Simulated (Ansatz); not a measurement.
# C3H11NSSi: the cost of one run

All numbers below are computed with Ansatz 0.2.0 (RKS LDA/6-31G*).

## 1. The structure to begin with

Bond lengths (14 of 16 bonds, heavy atoms first): C1–N2 1.436 Å, N2–C3 1.456 Å, C3–Si4 1.920 Å, N2–C5 1.457 Å, C5–S6 1.823 Å, C1–H7 1.099 Å, C1–H8 1.047 Å, C1–H9 1.139 Å, C3–H10 1.108 Å, C3–H11 1.128 Å, Si4–H12 1.439 Å, Si4–H13 1.407 Å, Si4–H14 1.551 Å, C5–H15 1.118 Å. Angles (14 of 28 angles, heavy atoms first): C1–N2–C3 108.2°, C1–N2–C5 111.5°, C3–N2–C5 112.3°, N2–C3–Si4 114.4°, N2–C5–S6 113.5°, N2–C1–H7 112.0°, N2–C1–H8 113.9°, N2–C1–H9 108.3°, N2–C3–H10 113.8°, N2–C3–H11 111.5°, Si4–C3–H10 111.7°, Si4–C3–H11 101.7°, C3–Si4–H12 113.1°, C3–Si4–H13 109.4°.

Structure file:

```xyz
17

C    -1.5829   -0.2757   -0.4705
N    -0.2756    0.2932   -0.3015
C     0.5077   -0.6048    0.5359
Si    1.4230   -1.9900   -0.4286
C    -0.3461    1.6411    0.2471
S     1.1794    2.6078   -0.0011
H    -2.1498   -0.2930    0.4705
H    -1.5819   -1.2076   -0.9475
H    -2.1985    0.4277   -1.1212
H    -0.0518   -1.0088    1.4021
H     1.3653   -0.0653    1.0306
H     2.2617   -1.4834   -1.4824
H     2.1146   -2.8134    0.4786
H     0.2899   -2.8747   -1.0121
H    -0.5913    1.6149    1.3379
H    -1.1254    2.2613   -0.2184
H     0.7427    3.7701    0.5208
```

## 2. End point A

File input.yaml:

```yaml
crystal:
  periodic: [false, false, false]
  atoms:
    - { symbol: C, position_ang: [-1.5829, -0.2757, -0.4705] }
    - { symbol: "N", position_ang: [-0.2756, 0.2932, -0.3015] }
    - { symbol: C, position_ang: [0.5077, -0.6048, 0.5359] }
    - { symbol: Si, position_ang: [1.423, -1.99, -0.4286] }
    - { symbol: C, position_ang: [-0.3461, 1.6411, 0.2471] }
    - { symbol: S, position_ang: [1.1794, 2.6078, -0.0011] }
    - { symbol: H, position_ang: [-2.1498, -0.293, 0.4705] }
    - { symbol: H, position_ang: [-1.5819, -1.2076, -0.9475] }
    - { symbol: H, position_ang: [-2.1985, 0.4277, -1.1212] }
    - { symbol: H, position_ang: [-0.0518, -1.0088, 1.4021] }
    - { symbol: H, position_ang: [1.3653, -0.0653, 1.0306] }
    - { symbol: H, position_ang: [2.2617, -1.4834, -1.4824] }
    - { symbol: H, position_ang: [2.1146, -2.8134, 0.4786] }
    - { symbol: H, position_ang: [0.2899, -2.8747, -1.0121] }
    - { symbol: H, position_ang: [-0.5913, 1.6149, 1.3379] }
    - { symbol: H, position_ang: [-1.1254, 2.2613, -0.2184] }
    - { symbol: H, position_ang: [0.7427, 3.7701, 0.5208] }
basis:
  gaussian: { orbitals: "6-31G*" }
hamiltonian:
  xc: lda
relax:
  f_tol: 0.02
  max_steps: 50
output:
  orbitals: {}
```

The run is started by

```
$ ansatz run input.yaml --threads 2 --pin off --max-ram 3072MiB --backend cpu --events-out ev --progress --plain --runs-dir out
```

Q: Estimate wall time and peak memory on 2 threads of Intel Xeon Platinum 8175M at 2.50GHz (Skylake/Cascade Lake), shared host.

About 94 s, with a peak of 0.22 GiB.
